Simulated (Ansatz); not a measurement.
# Al2FH3OSi: a ladder of functionals and wavefunction methods

Aim: compute Al2FH3OSi with functionals from several rungs and with coupled cluster. The yardstick is the atomisation energy at the CCSD(T) limit.

Program: Ansatz 0.2.0, Gaussian basis. Level of theory: functionals in def2-TZVPP, the program's frozen cores in correlated methods. These are calculated values, not measurements.

The runs, in order: LDA (SPW92), PBE-D4, revPBE-D4, BLYP-D4, r2SCAN-D4, B97M-V, PBE0-D4, B3LYP-D4, r2SCANh-D4, r2SCAN0-D4, HSE06-D4, BHLYP-D4, CAM-B3LYP-D4, LC-ωPBE, ωB97X-V, ωB97M-V, B2PLYP, PBE-QIDH; CCSD(T)/def2-SVP; CCSD(T)/def2-TZVPP; MP2/def2-QZVPP; extrapolation to the limit; RPA on PBE.

### 1 Structure used throughout

The geometry comes from an earlier relaxation with PBE0-D4 in a triple-zeta def2 set; it is a stationary point, not always the lowest conformer.

SMILES `O[SiH]1[AlH][Al]1[F]`, 8 atoms, charge 0, spin multiplicity 1.

Atoms are counted from 1 here; the program's logs count them from 0.

Bond lengths: O1–Si2 1.648 Å, O1–H6 0.960 Å, Si2–Al3 2.390 Å, Si2–Al4 2.382 Å, Si2–H7 1.654 Å, Al3–Al4 2.536 Å, Al3–H8 1.595 Å, Al4–F5 1.653 Å. Angles: Si2–O1–H6 117.9°, O1–Si2–Al3 138.1°, O1–Si2–Al4 155.6°, O1–Si2–H7 112.1°, Al3–Si2–Al4 64.2°, Al3–Si2–H7 52.6°, Al4–Si2–H7 71.7°, Si2–Al3–Al4 57.7°, Si2–Al3–H8 143.9°, Al4–Al3–H8 155.7°, Si2–Al4–Al3 58.1°, Si2–Al4–F5 145.4°, Al3–Al4–F5 153.4°.

### 2 LDA

This LDA is Slater exchange with PW92 correlation.

Contents of in.yaml:

```yaml
crystal:
  periodic: [false, false, false]
  atoms:
    - {symbol: O, position_ang: [0.120698, 0.979350, 2.218830]}
    - {symbol: Si, position_ang: [-0.199993, 0.428553, 0.698931]}
    - {symbol: Al, position_ang: [-0.348946, -1.667302, -0.440776]}
    - {symbol: Al, position_ang: [-0.283066, 0.544665, -1.678535]}
    - {symbol: F, position_ang: [-0.572229, 1.517549, -2.983406]}
    - {symbol: H, position_ang: [0.500093, 1.857061, 2.307721]}
    - {symbol: H, position_ang: [1.044950, -0.474101, 0.090034]}
    - {symbol: H, position_ang: [-0.169408, -3.242875, -0.268499]}
basis:
  gaussian: {orbitals: def2-TZVPP}
hamiltonian: {xc: lda}
output: {orbitals: {seedname: orbitals}}
```

Launch:

```
$ ansatz run in.yaml --threads 2 --pin off --events-out ev --progress --plain --max-ram 4352MiB
```

After this run come: PBE-D4 (GGA); revPBE-D4 (GGA); BLYP-D4 (GGA); r2SCAN-D4 (meta-GGA); B97M-V (meta-GGA); PBE0-D4 (hybrid); B3LYP-D4 (hybrid); r2SCANh-D4 (hybrid); r2SCAN0-D4 (hybrid); HSE06-D4 (hybrid); BHLYP-D4 (hybrid); CAM-B3LYP-D4 (range-separated); LC-ωPBE (range-separated); ωB97X-V (range-separated); ωB97M-V (range-separated); B2PLYP (double hybrid); PBE-QIDH (double hybrid); CCSD(T) in def2-SVP; CCSD(T) in def2-TZVPP; MP2 in def2-QZVPP; RPA on PBE orbitals.

Q: Predict the results of all the runs planned. Wanted: atomisation energy, CCSD(T)/CBS; farthest beyond LDA; mean size of error, GGA; mean size of error, meta-GGA; mean size of error, hybrid; mean size of error, range-separated; mean size of error, double hybrid; gap, smallest and largest; T1 diagnostic.

As calculated:

| quantity | value |
| --- | --- |
| atomisation energy, CCSD(T)/CBS | 2525.3 kJ/mol |
| functionals within 12.6 kJ/mol (0.5 %) | ωB97X-V |
| farthest beyond LDA | BHLYP-D4 (-145.0 kJ/mol) |
| mean size of error, GGA | 41.3 kJ/mol |
| mean size of error, meta-GGA | 30.8 kJ/mol |
| mean size of error, hybrid | 57.0 kJ/mol |
| mean size of error, range-separated | 29.1 kJ/mol |
| mean size of error, double hybrid | 56.3 kJ/mol |
| gap, smallest and largest | 3.39 eV (LDA (SPW92)), 9.34 eV (LC-ωPBE) |
| T1 diagnostic | 0.0174 |
| triples share of the correlation energy | 4.0 % |

What this shows: LDA overbinds by 377.1 kJ/mol (15 %). PBE-D4 is off by +27.4 kJ/mol. Double hybrids carry the basis error of their MP2 part in triple zeta, and no dispersion term here, so their miss is partly the set-up's. Taken by rung, range-separated functionals do best (29.1 kJ/mol on average) and hybrid ones worst beyond LDA (57.0 kJ/mol). The gap between the best rungs is small, so their order is not settled. The mean of the hybrids holds BHLYP, with half exact exchange. The reference freezes the cores and leaves out relativity and excitations past (T), so misses under about 12.6 kJ/mol can't be ranked. Hartree-Fock recovers 68 % of the binding; the rest is correlation. CCSD(T) in def2-SVP is off by -237.3 kJ/mol, worse than the median functional, from the basis alone. The gap grows from 3.4 to 9.3 eV across the functionals, mostly with the share of exact exchange.
